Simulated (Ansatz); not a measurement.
F₂H₂NSi, SMILES N[Si](F)F, a geometry optimisation

Computed with Ansatz's Python interface.

Notebook, run cell by cell (the value of a cell's last expression is shown):

```python
import itertools
import warnings

import ansatz as az
from ase import Atoms
from ase.data import atomic_numbers, covalent_radii
import numpy as np
```

```python
warnings.simplefilter("ignore", az.DeckWarning)
```

```python
atoms = Atoms(["N", "Si", "F", "F", "H", "H"], positions=[
    [-0.3026, 0.7971, -0.4027],
    [0.1278, -0.7908, -0.5181],
    [1.5912, -0.7725, 0.0524],
    [-0.7357, -1.5145, 0.5461],
    [-1.0751, 0.8633, 0.2803],
    [0.4365, 1.3534, -0.0042],
])
molecule = az.Crystal.molecule_from_ase(atoms)
```

```python
model = molecule.calculation().basis(gaussian="def2-SVP").functional("PBE0").spin("collinear", total=1)
symbols = [site.symbol for site in molecule.cartesian_sites]
start = np.array([site.position_ang for site in molecule.cartesian_sites], dtype=float)
def progress(event):
    if event["event"] == "relax_step":
        row = event["data"]
        print(f"step {row['step']:3d}  E = {row['lagrangian_ev']:.6f} eV  largest force component {row['allowed_force_max_ev_ang']:.4f} eV/A")


summary = model.relax(force_tolerance=0.02).session().plan().execute(on_event=progress).report
end = np.array(summary["positions_ang"])

print(f"E = {summary['free_energy_ev']:.6f} eV = {summary['free_energy_ev'] / 27.211386246:.7f} Ha")
print("converged:", summary["converged"], " doubts:", summary["published_state_doubts"] or "none")
```

    step   1  E = -14817.721386 eV  largest force component 2.4837 eV/A
    step   2  E = -14818.091277 eV  largest force component 1.0354 eV/A
    step   3  E = -14818.223258 eV  largest force component 0.3960 eV/A
    step   4  E = -14818.243002 eV  largest force component 0.7020 eV/A
    step   5  E = -14818.182633 eV  largest force component 2.2442 eV/A
    step   6  E = -14818.282015 eV  largest force component 0.3961 eV/A
    step   7  E = -14818.298055 eV  largest force component 0.8008 eV/A
    step   8  E = -14818.313695 eV  largest force component 0.0777 eV/A
    step   9  E = -14818.303300 eV  largest force component 0.6586 eV/A
    step  10  E = -14818.316053 eV  largest force component 0.0986 eV/A
    step  11  E = -14818.316610 eV  largest force component 0.0569 eV/A
    step  12  E = -14818.316868 eV  largest force component 0.0394 eV/A
    step  13  E = -14818.316851 eV  largest force component 0.0433 eV/A
    step  14  E = -14818.316954 eV  largest force component 0.0066 eV/A
    E = -14818.316976 eV = -544.5631047 Ha
    converged: True  doubts: none

```python
# pairs closer than 1.2 times the sum of covalent radii, before or after
radius = [covalent_radii[atomic_numbers[s]] for s in symbols]
span = lambda where, i, j: np.linalg.norm(where[i] - where[j])
bonded = [(i, j) for i, j in itertools.combinations(range(len(symbols)), 2) if min(span(start, i, j), span(end, i, j)) < 1.2 * (radius[i] + radius[j])]
print("pair        before    after (A)")
for i, j in bonded:
    print(f"{symbols[i]}{i}-{symbols[j]}{j}".ljust(10), f"{span(start, i, j):8.4f} {span(end, i, j):8.4f}")
for first, second in list(itertools.combinations(bonded, 2)):
    shared = set(first) & set(second)
    if shared and symbols[(j := shared.pop())] != "H":
        i, k = sorted((set(first) | set(second)) - {j})
        u, v = end[i] - end[j], end[k] - end[j]
        angle = np.degrees(np.arccos(np.clip(u @ v / np.linalg.norm(u) / np.linalg.norm(v), -1, 1)))
        print(f"final angle {symbols[i]}{i}-{symbols[j]}{j}-{symbols[k]}{k}: {angle:.2f} deg")
with open("f2h2nsi_opt.xyz", "w") as handle:
    handle.write(f"{len(symbols)}\nrelaxed F2H2NSi\n")
    handle.writelines(f"{s:2s} {x:11.6f} {y:11.6f} {z:11.6f}\n" for s, (x, y, z) in zip(symbols, end))
```

    pair        before    after (A)
    N0-Si1       1.6492   1.7157
    N0-H4        1.0333   1.0149
    N0-H5        1.0072   1.0151
    Si1-F2       1.5708   1.6217
    Si1-F3       1.5498   1.6217
    final angle Si1-N0-H4: 119.83 deg
    final angle Si1-N0-H5: 119.23 deg
    final angle N0-Si1-F2: 106.60 deg
    final angle N0-Si1-F3: 107.29 deg
    final angle H4-N0-H5: 111.48 deg
    final angle F2-Si1-F3: 108.70 deg

`f2h2nsi_opt.xyz`, as written:
```text
6
relaxed F2H2NSi
N    -0.250664    0.816061    0.047947
Si    0.160603   -0.786345   -0.406739
F     1.724633   -0.988357   -0.028797
F    -0.728640   -1.789472    0.505807
H    -1.223863    1.103729    0.058499
H     0.360030    1.580385   -0.222917
```

Notes:
- These settings explore the input space; basis and method may be short of convergence.
- The end point is the stationary point reached from this start; no frequency run checks that it is a minimum, and the basis set is modest.
- The species is open-shell (spin multiplicity 2).
- Hardware and time: 54 s on 1 thread of Arm Neoverse V1 (shared host), peak memory 0.24 GiB.
